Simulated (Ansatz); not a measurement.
# Sr3Nb: the cost of one run

Program: Ansatz 0.2.0. Level of theory: DFT PBE, scalar-relativistic, plane waves, PAW. These are calculated values, not measurements.

**1. The structure to begin with**

The structure is hexagonal, space group P6_3/mmc (No. 194). Conventional cell: a = 6.922 Å, b = 6.922 Å, c = 5.556 Å, α = 90.00°, β = 90.00°, γ = 120.00°. Around Sr (site symmetry mm2) lie 4 Nb at 3.42 to 3.46 Å and 8 Sr at 3.42 to 3.47 Å. Around Nb (site symmetry -6m2) lie 12 Sr at 3.42 to 3.46 Å.

Structure file:

```
CELL_PARAMETERS angstrom
6.92160 0.00000 0.00000
-3.46080 5.99428 0.00000
0.00000 0.00000 5.55565
ATOMIC_POSITIONS crystal
Sr 0.83300 0.66600 0.25000
Sr 0.16700 0.83300 0.75000
Sr 0.33400 0.16700 0.25000
Sr 0.16700 0.33400 0.75000
Sr 0.83300 0.16700 0.25000
Sr 0.66600 0.83300 0.75000
Nb 0.33333 0.66667 0.25000
Nb 0.66667 0.33333 0.75000
```

This is candidate A: Ni3Sn (D0_19) type (P6_3/mmc, No. 194).

(A quick probe on a coarse mesh, which set the mesh and smearing, is not shown.)

**3. A loose first relaxation (candidate A)**

Input file input.yaml:

```yaml
crystal:
  lattice:
    - [6.9215963997, 0.0, 0.0]
    - [-3.4607981999, 5.9942783169, 0.0]
    - [0.0, 0.0, 5.5556490599]
  atoms:
    - { symbol: Sr, position: [0.833, 0.666, 0.25] }
    - { symbol: Sr, position: [0.167, 0.833, 0.75] }
    - { symbol: Sr, position: [0.334, 0.167, 0.25] }
    - { symbol: Sr, position: [0.167, 0.334, 0.75] }
    - { symbol: Sr, position: [0.833, 0.167, 0.25] }
    - { symbol: Sr, position: [0.666, 0.833, 0.75] }
    - { symbol: Nb, position: [0.3333333333, 0.6666666667, 0.25] }
    - { symbol: Nb, position: [0.6666666667, 0.3333333333, 0.75] }
basis:
  ecutwfc: 420
kpoints:
  mp_grid: { grid: [3, 3, 4] }
hamiltonian:
  xc: pbe
scf:
  occupations: { method: gaussian, width: 0.1 }
  lower_state_search: "off"
output:
  forces: true
  stress: true
  eigenvalues: true
relax:
  adjacent_minimum: "off"
  f_tol: 0.04
  max_steps: 70
  cell: { stress_tol: 0.4 }
```

On the command line:

```bash
ansatz run input.yaml --threads 1 --pin off --max-ram 2560MiB --backend cpu --events-out ev --progress --plain --runs-dir out
```

What time and memory should one allow on 1 thread of Arm Neoverse V2, shared host?

About 33 s, with a peak of 0.51 GiB.
